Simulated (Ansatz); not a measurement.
Consider a ranking of structure types by relaxed energy of NbH2 on several prototypes (the Python package of Ansatz (0.2.0)).

`nbh2.py`
```python
"""Structural preference of NbH2 among simple prototypes."""

import warnings

import ansatz as az
import numpy as np
import pandas as pd
import spglib


def fluorite(a_site, b_site, a):
    return (
        az.Lattice.fcc(a)
        .space_group(225)
        .atom(a_site, [0, 0, 0])
        .atom(b_site, [0.25, 0.25, 0.25])
        .primitive()
    )


def cdi2(A, B, a):
    return (
        az.Lattice.from_parameters(a, a, 1.6 * a, alpha=90, beta=90, gamma=120)
        .space_group(164)
        .atom(A, [0, 0, 0])
        .atom(B, [1 / 3, 2 / 3, 0.25])
    )


def alb2(a_site, b_site, a):
    return (
        az.Lattice.from_parameters(a, a, 1.1 * a, alpha=90, beta=90, gamma=120)
        .space_group(191)
        .atom(a_site, [0, 0, 0])
        .atom(b_site, [1 / 3, 2 / 3, 0.5])
    )


def run_phase(name, crystal):
    calc = (
        crystal.calculation()
        .functional(az.Functional.PBESOL)
        .pseudopotentials("nc")
        .scf(tolerance=1e-09, max_iterations=60, extra_bands=16, lower_state_search="light")
        .kpoints(spacing=0.39)
        .occupations("cold", width=0.05)
        .stress()
        .band_table()
    )
    calc = calc.relax(force_tolerance=0.01, max_steps=40, cell=True)
    return calc.run(threads=1, backend="cpu")


def pressure_gpa(outcome):
    return float(np.trace(outcome.report["stress_gpa"]) / 3)


def volume_per_atom(outcome):
    return abs(np.linalg.det(outcome.lattice.cell_ang)) / len(outcome.lattice.sites)


def space_group(outcome):
    sites = outcome.report["lattice"]["sites"]
    kinds = sorted({site["symbol"] for site in sites})
    cell = (outcome.lattice.cell_ang, [site["position_frac"] for site in sites], [kinds.index(site["symbol"]) for site in sites])
    return spglib.get_spacegroup(cell, symprec=0.01)

# starting lattice constants are rough guesses; the relaxation finds the rest
warnings.simplefilter("ignore", az.DeckWarning)

phases = {}
phases["fluorite"] = fluorite("Nb", "H", 4.56)
phases["CdI2"] = cdi2("Nb", "H", 2.7)
phases["AlB2"] = alb2("Nb", "H", 2.87)

done = {}
for name, crystal in phases.items():
    done[name] = run_phase(name, crystal)
    print(f"{name}: {done[name].report['energy_sigma0_ev']:.4f} eV, {len(done[name].lattice.sites)} atoms")

energy = {name: o.report["energy_sigma0_ev"] / len(o.lattice.sites) for name, o in done.items()}
lowest = min(energy.values())
rows = [(name, len(o.lattice.sites), 1000 * (energy[name] - lowest), pressure_gpa(o), volume_per_atom(o), space_group(o)) for name, o in done.items()]
rows.sort(key=lambda row: row[2])
print(pd.DataFrame(rows, columns=["phase", "atoms", "dE (meV/atom)", "P (GPa)", "V (A^3/atom)", "space group"]).round(4).to_string(index=False))
print("lowest in energy:", rows[0][0])
```

Which of these structures comes out lowest, and how far apart are they?

By space group at the end of each run: Fm-3m (+0 meV an atom, 7.7 Å³), P-3m1 (+399 meV an atom, 11.8 Å³) and P6/mmm (+593 meV an atom, 7.4 Å³).

The output:

Running `python nbh2.py` prints:
```text
fluorite: -1726.2135 eV, 3 atoms
CdI2: -1725.0161 eV, 3 atoms
AlB2: -1724.4354 eV, 3 atoms
   phase  atoms  dE (meV/atom)  P (GPa)  V (A^3/atom)  space group
fluorite      3         0.0000  -0.0083        7.6855  Fm-3m (225)
    CdI2      3       399.1442   0.0106       11.7998  P-3m1 (164)
    AlB2      3       592.7024   0.0136        7.4011 P6/mmm (191)
lowest in energy: fluorite
```

Caveats:
- The settings weren't tested for convergence.
- For the metals among these phases the mesh is modest: differences between phases can be off by up to 40 meV an atom.
- The program warned that this SCF threshold is loose for forces or stresses.
- Pressure is positive in compression.
- The cells are built on prototypes, so most aren't the phase found in nature. Rows bear the name of their start, and a relaxation keeps or raises the symmetry. Differences under about 40 meV an atom lie within the error of mesh and functional.
- The script silences the warnings on its input, which a real study should read.
- It ran for 3.3 min on 1 thread of Arm Neoverse N1 (shared host), peak memory 0.48 GiB.

(Lines on the test bed's own set-up are left out of the output.)
